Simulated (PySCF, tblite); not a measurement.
# C₄H₆F₄Si: geometry, infrared bands and NMR shifts

Wanted: the infrared bands and NMR shifts of C₄H₆F₄Si (`F/C=C\C[Si@@H](F)C(F)F`), by calculation.

Computed with tblite 0.8.0 and PySCF 2.14.0, with density-fitted response routines of our own, on a single molecule in the gas phase. Atoms count from 0, in the outputs and in this text.

## (1) The molecule as given

15 atoms, charge 0, multiplicity 1; geometry from: force field or distance geometry start.

Bonds of the start (Å): F0–C1 1.35, C1–C2 1.31, C2–C3 1.51, C3–Si4 1.87, Si4–F5 1.62, Si4–C6 1.83, C6–F7 1.37, C6–F8 1.36, C1–H9 1.08, C2–H10 1.09, C3–H11 1.11, C3–H12 1.09, Si4–H13 1.49, C6–H14 1.10.

## (2) Relaxing the molecule with GFN2-xTB

Job settings and geometry (Å):

```
{"job": {"kind": "relax", "xc": "GFN2-xTB", "basis": "xTB"}, "charge": 0, "multiplicity": 1}
F      2.186000    -0.882500     2.016400
C      2.561700    -0.830600     0.720800
C      1.699600    -0.743800    -0.268000
C      0.196100    -0.689300    -0.090800
Si    -0.622700     0.917900    -0.578400
F     -0.250200     1.189000    -2.131600
C     -2.446000     0.841900    -0.394800
F     -2.768900     0.704800     0.927700
F     -2.941100    -0.264800    -1.017600
H      3.638800    -0.882100     0.648200
H      2.064800    -0.714500    -1.293800
H     -0.067900    -0.903100     0.964800
H     -0.248400    -1.507800    -0.662500
H     -0.037400     2.045600     0.198900
H     -2.968800     1.727300    -0.777600
```

Run with:

```console
$ OMP_NUM_THREADS=1 python probes_run.py task.json out
```

One launch serves the whole session: the jobs run in the order shown.

**Question.** This job is followed by: GFN2-xTB harmonic vibrations, gas phase; GIAO PBE0/pcSseg-1 NMR shielding, non-relativistic, gas phase. Predict these results of the whole session: strongest single infrared mode (GFN2-xTB); zero-point energy (GFN2-xTB); ¹³C shifts against TMS (PBE0/pcSseg-1); ¹H shifts against TMS (PBE0/pcSseg-1); ¹⁹F shifts against CFCl3 (PBE0/pcSseg-1); ²⁹Si shifts against TMS (PBE0/pcSseg-1); surface potential, 1st and 99th percentile.

As calculated:

| quantity | value |
| --- | --- |
| strongest single infrared mode (GFN2-xTB) | 834 cm⁻¹, 200 km/mol |
| zero-point energy (GFN2-xTB) | 58.7 kcal/mol |
| ¹³C shifts against TMS (PBE0/pcSseg-1) | 159.1, 126.5, 109.5, 12.9 ppm |
| ¹H shifts against TMS (PBE0/pcSseg-1) | 6.94, 6.41, 5.16, 5.03, 2.35, 2.10 ppm |
| ¹⁹F shifts against CFCl3 (PBE0/pcSseg-1) | -120.2, -157.6, -159.8, -212.0 ppm |
| ²⁹Si shifts against TMS (PBE0/pcSseg-1) | 11.4 ppm |
| surface potential, 1st and 99th percentile | -0.82 V and 1.63 V |

In words: Over 80 steps the energy fell by 0.228 eV; of the close pairs, Si4–C6 changed most, 1.834 to 1.939 Å. No mode is imaginary among the 39: a minimum at this level. The strongest single mode, at 834 cm⁻¹, is carried by Si4, F5, C3, H11. Unscaled tight-binding wavenumbers are off by several per cent, some by more. Its intensities can rank the bands wrongly.
